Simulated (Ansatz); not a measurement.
Working through relaxations under a series of pressures of InP, space group F-43m

With the Python package of Ansatz (0.2.0).

Input file `inp.cif`:
```cif
data_InP
_cell_length_a 4.144353
_cell_length_b 4.144353
_cell_length_c 4.144353
_cell_angle_alpha 60.00000
_cell_angle_beta 60.00000
_cell_angle_gamma 60.00000
_symmetry_space_group_name_H-M 'P 1'
_symmetry_Int_Tables_number 1
loop_
_symmetry_equiv_pos_as_xyz
'x, y, z'
loop_
_atom_site_label
_atom_site_type_symbol
_atom_site_fract_x
_atom_site_fract_y
_atom_site_fract_z
In1 In    0.000000    0.000000    0.000000
P2 P    0.250000    0.250000    0.250000
```

The cells in order, each with its output:

In [1]:
```python
import warnings

import ansatz as az
from ase.io import read
import numpy as np
import pandas as pd
```

In [2]:
```python
def edges_and_angles(cell):
    cell = np.asarray(cell)
    a, b, c = np.linalg.norm(cell, axis=1)
    cosines = cell[1] @ cell[2] / (b * c), cell[0] @ cell[2] / (a * c), cell[0] @ cell[1] / (a * b)
    return (a, b, c, *np.degrees(np.arccos(cosines)))
```

In [3]:
```python
warnings.simplefilter('ignore', az.DeckWarning)
```

In [4]:
```python
atoms = read('inp.cif')
crystal = az.Crystal.from_ase(atoms)
```

In [5]:
```python
[site.symbol for site in crystal.resolved().sites]
```
Out [5]:
```text
['In', 'P']
```

In [6]:
```python
calculation = (
    crystal.calculation()
    .occupations('Fermi-Dirac', width=0.15)
    .kpoints(spacing=0.36)
    .mixing('msr1', beta=0.5)
    .functional(az.Functional.R2SCAN, dispersion='d4')
    .eigensolver('davidson', mixed_precision=False)
    .pseudopotentials('nc')
)

# H = F + PV, with 1 GPa A^3 = 1/160.21766 eV
rows = []
for pressure in [0, 2, 4, 6, 8]:
    done = calculation.relax(cell=True, pressure=pressure, force_tolerance=0.001).run(threads=1)
    cell = done.lattice.cell_ang
    n_atoms = len(done.lattice.sites)
    volume = abs(np.linalg.det(cell)) / n_atoms
    enthalpy = done.report['free_energy_ev'] / n_atoms + pressure * volume / 160.21766
    rows.append((pressure, volume, enthalpy, *edges_and_angles(cell)))
    print(f'{pressure} GPa done: {volume:.4f} A^3/atom')

table = pd.DataFrame(rows, columns=['P_GPa', 'V_A3_atom', 'H_eV_atom', 'a', 'b', 'c', 'alpha', 'beta', 'gamma'])
print(table.round(4).to_string(index=False))
p, v = np.array([row[0] for row in rows], float), np.array([row[1] for row in rows])
print('mean bulk modulus between rows (GPa):', np.round(-np.diff(p) / np.diff(np.log(v)), 1))
```
```text
0 GPa done: 25.4978 A^3/atom
2 GPa done: 24.8335 A^3/atom
4 GPa done: 24.2477 A^3/atom
6 GPa done: 23.7300 A^3/atom
8 GPa done: 23.2496 A^3/atom
 P_GPa  V_A3_atom  H_eV_atom      a      b      c  alpha  beta  gamma
     0    25.4978 -1048.5306 4.1625 4.1625 4.1625   60.0  60.0   60.0
     2    24.8335 -1048.2166 4.1260 4.1260 4.1260   60.0  60.0   60.0
     4    24.2477 -1047.9104 4.0933 4.0933 4.0933   60.0  60.0   60.0
     6    23.7300 -1047.6112 4.0639 4.0639 4.0639   60.0  60.0   60.0
     8    23.2496 -1047.3181 4.0363 4.0363 4.0363   60.0  60.0   60.0
mean bulk modulus between rows (GPa): [75.8 83.8 92.7 97.8]
```

The volume falls from 25.50 Å³ an atom at 0 GPa to 23.25 at 8 GPa, by 8.8 %. Between 0 and 2 GPa, -V dP/dV is about 76 GPa, a mean over that step.

Reading the output:
- The settings weren't tested for convergence.
- Such functionals run on norm-conserving files made under PBE, which can move pressures by some GPa.
- At a fixed pressure a relaxation lowers the enthalpy F + PV, while F alone can rise.
- Edges and angles are those of the cell as typed, here a primitive one, not of the conventional cell.
- Of the deposited cell: the entry's cell lengths or inner coordinates differ somewhat from later room-temperature determinations.
- The structure is a deposited one; some such entries were measured under pressure or heat, so a shift against it needn't be the functional's error alone.
- Symmetry holds the cell in this phase, whether or not it is the stable one at each pressure.
- Run time: 3.3 min on 1 thread of Arm Neoverse V2, with other jobs on the host, peak memory 0.94 GiB.
